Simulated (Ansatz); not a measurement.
# F₂H₈O₃Si₂ (built from SMILES O.O.O[Si](F)(F)[SiH3]): search for a transition state, part 2 of 2

Ansatz 0.2.0, Gaussian basis; PBE0-D4. Earlier steps stand in the parts before.

## 7. Relaxing after a step of 0.30 Å one way along the mode

Contents of downa/in.yaml:

```yaml
crystal:
  periodic: [false, false, false]
  atoms:
    - {symbol: Si, position_ang: [-1.004816, -0.053167, -0.224143]}
    - {symbol: Si, position_ang: [1.552717, -0.228986, -0.966818]}
    - {symbol: F, position_ang: [-0.867959, -1.081430, -1.516942]}
    - {symbol: F, position_ang: [-1.460114, -1.143598, 0.846044]}
    - {symbol: O, position_ang: [-2.203657, 0.856074, -0.872166]}
    - {symbol: H, position_ang: [0.411981, 0.378973, 1.930566]}
    - {symbol: O, position_ang: [-0.488893, 1.211212, 0.761651]}
    - {symbol: H, position_ang: [0.907915, -0.497699, 0.488171]}
    - {symbol: O, position_ang: [0.955338, -0.379271, 2.062377]}
    - {symbol: H, position_ang: [1.906151, -1.492738, -1.647673]}
    - {symbol: H, position_ang: [0.998425, 0.722155, -1.997147]}
    - {symbol: H, position_ang: [2.734378, 0.444790, -0.399200]}
    - {symbol: H, position_ang: [-2.643717, 0.476896, -1.632174]}
    - {symbol: H, position_ang: [-1.165707, 1.883945, 0.851503]}
    - {symbol: H, position_ang: [0.368058, -1.097256, 2.315850]}
basis:
  gaussian: {orbitals: def2-TZVP}
hamiltonian: {xc: pbe0, dispersion: d4}
relax: {f_tol: 0.005, max_steps: 200}
```

On the command line:

```bash
ansatz run in.yaml --threads 5 --pin off --events-out ev --progress --plain --max-ram 66560MiB --backend cuda --devices 0, --max-vram 37GiB
```

What it wrote, cut to the lines that bear on the results:

```text
Functional definition: PBE0
  name "PBE0"
  cite "Adamo & Barone, J. Chem. Phys. 110, 6158 (1999) doi:10.1063/1.478522"
  cite "Perdew, Burke & Ernzerhof, Phys. Rev. Lett. 77, 3865 (1996) doi:10.1103/PhysRevLett.77.3865"
  parent pbe
[...]
1653 factors; their error is unknown
[...]
mean field -27452.13651050 eV, -1008.8474090345 hartree, gradient 6.1e-5 eV, S^2 0.000000; 0 other end points of the search recorded, 0 dependent functions left out
[...]
reference -27452.13654495 eV, -1008.8474103006 hartree; 39, 39 occupied and 238, 238 virtual orbitals, 1653 factors
relax step   1: F+E_penalty+E_count = -27452.44369542 eV  Δ(F+E_penalty+E_count) = +0.000e0 eV  max|allowed force component| = 1.734e0 eV/Å  Δτ_max = 0.0000 Å  (29 SCF iters, accepted)
[...]
Atom 5 at     0.488707     0.596647     1.666199 Å, force     0.000279    -0.001027     0.000362 eV/Å
Atom 6 at    -1.091474     1.237632     0.584450 Å, force    -0.000395     0.000199    -0.000427 eV/Å
Atom 7 at     1.271857    -1.554769    -0.420046 Å, force     0.000153     0.000115    -0.000625 eV/Å
Atom 8 at     1.270603     0.144463     2.004715 Å, force    -0.000353     0.000083     0.000570 eV/Å
Atom 9 at     2.843614    -0.944028    -2.130319 Å, force     0.000038     0.000539     0.000124 eV/Å
Atom 10 at     1.841271     0.786908    -0.798263 Å, force     0.000375     0.000077    -0.000367 eV/Å
Atom 11 at     3.491447    -0.728628     0.182055 Å, force     0.000195     0.000206    -0.000565 eV/Å
Atom 12 at    -3.964202     0.171211    -1.140770 Å, force     0.000152    -0.000358     0.000314 eV/Å
Atom 13 at    -1.157056     2.162045     0.340226 Å, force    -0.000012    -0.000459     0.000340 eV/Å
Atom 14 at     0.936984    -0.660801     2.406440 Å, force    -0.000154     0.001368    -0.001043 eV/Å
Dipole moment:    -0.815023     0.231686    -0.196665 e Å
```

Wall time 2.3 min (1 × a share of an NVIDIA H100 with 5 threads of AMD EPYC 7R13, shared host); peak host memory 0.93 GiB.

Step by step: (not every step is listed)

```tsv
step	energy from step 1 (eV)	largest force component (eV/Å)
1	0.0000	1.7341
2	-0.3968	1.5847
3	-0.7914	0.9930
4	-1.1428	0.8789
5	-1.4443	0.8539
6	-1.6663	1.7798
7	-1.8076	0.9763
8	-1.8996	0.4186
9	-1.9421	0.3531
12	-1.9678	0.1042
15	-1.9758	0.1327
18	-1.9814	0.3144
21	-1.9952	0.1126
24	-2.0058	0.2080
27	-2.0238	0.1426
30	-2.0301	0.0237
33	-2.0309	0.0362
36	-2.0311	0.0098
39	-2.0312	0.0076
42	-2.0312	0.0154
45	-2.0312	0.0056
46	-2.0312	0.0112
47	-2.0312	0.0087
48	-2.0312	0.0023
49	-2.0312	0.0031
50	-2.0312	0.0014
```

Close pairs (by a distance rule), those that changed most:

```tsv
bond	before (Å)	after (Å)	change (Å)
Si2–H8	1.614	1.484	-0.130
Si1–F3	1.658	1.578	-0.079
Si1–O7	1.684	1.617	-0.068
Si1–O5	1.638	1.612	-0.026
Si2–H11	1.508	1.483	-0.024
H6–O9	0.942	0.965	+0.022
Si1–F4	1.594	1.574	-0.021
Si2–H10	1.478	1.491	+0.012
```

## 8. Relaxing after a step of 0.30 Å the other way along the mode

Contents of downb/in.yaml:

```yaml
crystal:
  periodic: [false, false, false]
  atoms:
    - {symbol: Si, position_ang: [-0.906603, -0.094240, -0.331304]}
    - {symbol: Si, position_ang: [1.451593, -0.186693, -1.067698]}
    - {symbol: F, position_ang: [-0.997737, -1.158927, -1.578887]}
    - {symbol: F, position_ang: [-1.396218, -1.135441, 0.845006]}
    - {symbol: O, position_ang: [-2.157816, 0.867675, -0.856837]}
    - {symbol: H, position_ang: [0.290581, 0.492706, 1.783527]}
    - {symbol: O, position_ang: [-0.474121, 1.174110, 0.871803]}
    - {symbol: H, position_ang: [1.011517, -0.560411, 1.075822]}
    - {symbol: O, position_ang: [0.950401, -0.397863, 1.882592]}
    - {symbol: H, position_ang: [1.898951, -1.477141, -1.661157]}
    - {symbol: H, position_ang: [1.058110, 0.768696, -2.128495]}
    - {symbol: H, position_ang: [2.662265, 0.427348, -0.395372]}
    - {symbol: H, position_ang: [-2.603538, 0.500432, -1.625115]}
    - {symbol: H, position_ang: [-1.149984, 1.862844, 0.917294]}
    - {symbol: H, position_ang: [0.362698, -1.083194, 2.268720]}
basis:
  gaussian: {orbitals: def2-TZVP}
hamiltonian: {xc: pbe0, dispersion: d4}
relax: {f_tol: 0.005, max_steps: 200}
```

On the command line:

```bash
ansatz run in.yaml --threads 5 --pin off --events-out ev --progress --plain --max-ram 66560MiB --backend cuda --devices 0, --max-vram 37GiB
```

What it wrote, cut to the lines that bear on the results:

```text
[... 5 set-up lines as earlier in the session ...]
[...]
1653 factors; their error is unknown
[...]
mean field -27450.85481981 eV, -1008.8003077702 hartree, gradient 5.4e-5 eV, S^2 0.000000; 0 other end points of the search recorded, 0 dependent functions left out
[...]
reference -27450.85485383 eV, -1008.8003090207 hartree; 39, 39 occupied and 238, 238 virtual orbitals, 1653 factors
relax step   1: F+E_penalty+E_count = -27451.16332600 eV  Δ(F+E_penalty+E_count) = +0.000e0 eV  max|allowed force component| = 1.388e1 eV/Å  Δτ_max = 0.0000 Å  (28 SCF iters, accepted)
[...]
Atom 5 at     0.370729     0.923318     1.518177 Å, force    -0.000198    -0.001336     0.000483 eV/Å
Atom 6 at     0.272942     1.283613     0.614914 Å, force    -0.001833     0.001420    -0.001793 eV/Å
Atom 7 at     1.149140    -0.503307     3.327678 Å, force     0.004590     0.001195     0.003817 eV/Å
Atom 8 at     0.334688    -0.177870     2.938235 Å, force    -0.002187    -0.004006    -0.002149 eV/Å
Atom 9 at     1.478512    -0.891413    -2.951339 Å, force     0.000082    -0.001428    -0.002166 eV/Å
Atom 10 at     1.239568     1.380614    -2.172779 Å, force    -0.000105     0.001379    -0.000157 eV/Å
Atom 11 at     2.305034    -0.301031    -0.764017 Å, force    -0.000331    -0.000901     0.001893 eV/Å
Atom 12 at    -2.798143     0.401851    -1.122748 Å, force     0.001417     0.002902     0.002995 eV/Å
Atom 13 at    -0.506798     1.845810     0.625640 Å, force     0.000001     0.001044     0.000309 eV/Å
Atom 14 at    -0.036955    -0.914289     2.437938 Å, force    -0.002465     0.003203    -0.001962 eV/Å
Dipole moment:    -0.005622     0.042464     0.304221 e Å
```

Wall time 1.9 min (1 × a share of an NVIDIA H100 with 5 threads of AMD EPYC 7R13, shared host); peak host memory 0.94 GiB.

Along the way: (the energy doesn't fall at every step)

```tsv
step	energy from step 1 (eV)	largest force component (eV/Å)
1	0.0000	13.8773
2	-1.2719	0.9099
3	-1.5148	0.9618
4	-1.7320	1.3550
5	-1.9043	1.5579
6	-2.2686	0.7262
7	-2.3432	0.7964
8	-2.2589	2.9015
9	-2.4080	0.4230
10	-2.4332	0.2087
11	-2.4488	0.1906
12	-2.4600	0.1746
13	-2.4642	0.9152
14	-2.4758	0.3704
15	-2.4874	0.2250
16	-2.4942	0.5045
17	-2.4979	0.5272
18	-2.5024	0.3706
19	-2.5061	0.1226
20	-2.5087	0.0803
21	-2.5103	0.0736
22	-2.5114	0.0990
23	-2.5122	0.0789
24	-2.5126	0.0407
25	-2.5126	0.0182
26	-2.5127	0.0166
27	-2.5127	0.0046
```

Distances of close pairs at the start and the end, largest changes first:

```tsv
bond	before (Å)	after (Å)	change (Å)
Si1–O7	1.801	2.593	+0.792
H6–O9	1.113	1.797	+0.685
H6–O7	1.371	0.977	-0.394
Si1–Si2	2.472	2.324	-0.149
H8–O9	0.825	0.960	+0.134
Si1–F4	1.645	1.610	-0.036
Si1–F3	1.643	1.608	-0.034
Si2–H12	1.515	1.484	-0.031
```

## 9. The three structures

```tsv
pair	start side (Å)	saddle (Å)	end side (Å)
Si1–O7	2.593	1.740	1.617
Si2–H8	5.103	1.906	1.484
H6–O9	1.797	1.027	0.965
Si1–Si2	2.324	2.570	4.336
H6–O7	0.977	1.533	2.019
H8–O9	0.960	1.199	2.961
```

## 10. Results

This closing draws on all 2 parts.

```
                       quantity                                                                                   value
                 imaginary mode                                                                               913i cm⁻¹
    barrier from the start side                                                                                1.607 eV
      barrier from the end side                                                                                2.406 eV
             energy of the step                                                                               -0.799 eV
              pairs that change  Si1–O7 formed, Si2–H8 formed, H6–O9 formed, Si1–Si2 broken, H6–O7 broken, H8–O9 broken
zero-point energy at the saddle                                                                                2.526 eV
```

**Reading.** One imaginary mode, 913i cm⁻¹, makes this a first-order saddle. Going downhill both ways gives the intended start and end. At PBE0-D4/def2-TZVP the electronic barrier is 1.607 eV, about 63 kT at 298 K, and the step runs 0.799 eV downhill. A step off the saddle overshot and began above it in energy, so the link to its end is likely but not proven. The ends are the nearest minima, not always the lowest complexes.
